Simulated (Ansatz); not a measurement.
# HfZrSe3: the cost of one run

Program: Ansatz 0.2.0. Level of theory: DFT PBE, scalar-relativistic, plane waves, PAW, unless a step names another level. These are calculated values, not measurements.

4 further runs of the same task are left out: 3 that didn't finish, 1 set aside as unsound or not needed.

### 1 The starting structure

The structure is trigonal, space group R-3 (No. 148). The conventional cell has a = 6.484 Å, b = 6.484 Å, c = 19.436 Å, α = 90.00°, β = 90.00°, γ = 120.00°. Zr (site symmetry -3) has 6 Se at 2.72 Å as nearest neighbours. Zr (site symmetry -3) is surrounded by 6 Se at 2.71 Å. Hf (site symmetry 3) has 6 Se at 2.72 to 2.73 Å as nearest neighbours. Se (site symmetry 1) is surrounded by 2 Zr at 2.71 to 2.72 Å and 2 Hf at 2.72 to 2.73 Å.

Coordinates:

```
Zr Hf Se
1.0
     3.24179    1.87165    6.47881
    -3.24179    1.87165    6.47881
     0.00000   -3.74330    6.47881
Zr Hf Se
2 2 6
Cartesian
  0.0000 0.0000 0.0000
  0.0000 0.0000 9.7182
  0.0000 0.0000 12.9085
  0.0000 0.0000 6.5280
  -1.1168 -1.9003 8.1339
  -1.0873 1.9173 8.1339
  2.2041 -0.0170 8.1339
  1.1168 1.9003 11.3026
  1.0873 -1.9173 11.3026
  -2.2041 0.0170 11.3026
```

It came out lowest among 27 distinct ends of the trial cells. At a tolerance of 0.05 Å it has space group R-3 (No. 148).

### 2 Electronic structure at the relaxed geometry

The input, input.yaml:

```yaml
crystal:
  lattice:
    - [3.2417900779, 1.8716483741, 6.4788116175]
    - [-3.2417900779, 1.8716483741, 6.4788116175]
    - [0.0, -3.7432967482, 6.4788116175]
  atoms:
    - { symbol: Zr, position: [0.0, 0.0, 0.0] }
    - { symbol: Zr, position: [0.5, 0.5, 0.5] }
    - { symbol: Hf, position: [0.6641372391, 0.6641372391, 0.6641372391] }
    - { symbol: Hf, position: [0.3358627609, 0.3358627609, 0.3358627609] }
    - { symbol: Se, position: [0.077023841, 0.4215211215, 0.7569142007] }
    - { symbol: Se, position: [0.4215211215, 0.7569142007, 0.077023841] }
    - { symbol: Se, position: [0.7569142007, 0.077023841, 0.4215211215] }
    - { symbol: Se, position: [0.922976159, 0.5784788785, 0.2430857993] }
    - { symbol: Se, position: [0.5784788785, 0.2430857993, 0.922976159] }
    - { symbol: Se, position: [0.2430857993, 0.922976159, 0.5784788785] }
basis:
  ecutwfc: 420
kpoints:
  mp_grid: { grid: [6, 6, 6] }
  band_path:
    path:
      - [[0.0, 0.0, 0.0], [-0.5, -0.5, -0.5], [-0.5, -0.22230403, -0.77769597]]
      - [[-0.22230403, 0.22230403, -0.5], [0.0, 0.0, -0.5], [0.0, 0.0, 0.0], [0.0, 0.36115202, -0.36115202]]
      - [[-0.36115202, 0.0, -0.63884798], [-0.5, 0.0, -0.5], [0.0, 0.0, 0.0]]
    npoints: 14
hamiltonian:
  xc: pbe
scf:
  occupations: { method: gaussian, width: 0.1 }
  n_extra_bands: 25
output:
  forces: true
  stress: true
  eigenvalues: true
  populations: true
  dos: { projected: true, de: 0.02, nscf_kmesh: { grid: [8, 8, 8] } }
  bader: true
  write_density: true
  write_potential: true
  elf: true
  volumetric_format: npy
```

Started as:

```sh
$ ansatz run input.yaml --threads 1 --pin off --max-ram 2560MiB --backend cpu --events-out ev --progress --plain --runs-dir out
```

What time and memory should one allow on 1 thread of Intel Xeon Platinum 8259CL at 2.50GHz (Skylake/Cascade Lake), shared host?

About 6.2 min, with a peak of 1.8 GiB.
